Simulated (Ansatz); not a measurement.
# CH3BF2Si: how energies converge with the basis set

The task here is to estimate one member of a computed series from the others.

Method: one geometry, several basis sets; program: Ansatz 0.2.0, Gaussian basis.

Plan: PBE0-D4/def2-SVP; ωB97M-V/def2-SVP; PBE0-D4/def2-QZVPP; ωB97M-V/def2-QZVPP; the functionals' def2-TZVPP values are taken from earlier runs.

## The relaxed structure

An earlier PBE0-D4 in a triple-zeta def2 set relaxation fixed the geometry.

SMILES `F[Si]1(F)BC1`, 8 atoms, charge 0, spin multiplicity 1.

Atoms are counted from 1 here; the program's logs count them from 0.

Bond lengths: F1–Si2 1.586 Å, Si2–F3 1.583 Å, Si2–B4 1.867 Å, Si2–C5 2.008 Å, B4–C5 1.489 Å, B4–H6 1.185 Å, C5–H7 1.089 Å, C5–H8 1.100 Å. Angles: F1–Si2–F3 103.8°, F1–Si2–B4 129.4°, F1–Si2–C5 105.8°, F3–Si2–B4 126.7°, F3–Si2–C5 124.7°, B4–Si2–C5 45.0°, Si2–B4–C5 72.5°, Si2–B4–H6 139.0°, C5–B4–H6 130.2°, Si2–C5–B4 62.5°, Si2–C5–H7 148.8°, Si2–C5–H8 80.2°, B4–C5–H7 123.8°, B4–C5–H8 124.6°, H7–C5–H8 109.6°.

Set-up of the first run:

in.yaml reads:

```yaml
crystal:
  periodic: [false, false, false]
  atoms:
    - {symbol: F, position_ang: [2.092051, 0.667824, -0.426361]}
    - {symbol: Si, position_ang: [0.881256, 0.272922, 0.519489]}
    - {symbol: F, position_ang: [1.556707, -0.602529, 1.652954]}
    - {symbol: B, position_ang: [-0.937779, 0.647660, 0.332882]}
    - {symbol: C, position_ang: [-0.581219, -0.364915, -0.699358]}
    - {symbol: H, position_ang: [-1.905962, 0.740710, 1.009888]}
    - {symbol: H, position_ang: [-1.246724, -1.166268, -1.016400]}
    - {symbol: H, position_ang: [0.233868, -0.252404, -1.428893]}
basis:
  gaussian: {orbitals: def2-SVP}
hamiltonian: {xc: pbe0, dispersion: d4}
output: {orbitals: {seedname: orbitals}}
```

Launch:

```bash
$ ansatz run in.yaml --threads 2 --pin off --events-out ev --progress --plain --max-ram 4352MiB
```

Steps of the session up to this table: PBE0-D4 in def2-SVP; ωB97M-V in def2-SVP; PBE0-D4 in def2-QZVPP; ωB97M-V in def2-QZVPP.

One of the session's tables, all rows but one given; the rest of the session is left out.

It belongs to the step «Functionals by basis». 

| functional | basis | HOMO (eV) |
| --- | --- | --- |
| PBE0-D4 | def2-SVP | -7.47 |
| PBE0-D4 | def2-TZVPP | ? |
| PBE0-D4 | def2-QZVPP | -7.52 |
| ωB97M-V | def2-SVP | -9.56 |
| ωB97M-V | def2-TZVPP | -9.62 |
| ωB97M-V | def2-QZVPP | -9.64 |

**Question.** Estimate the row for PBE0-D4, def2-TZVPP.

As computed: HOMO (eV): -7.50. In the column «HOMO (eV)» it lies between PBE0-D4, def2-QZVPP (-7.52) and PBE0-D4, def2-SVP (-7.47).
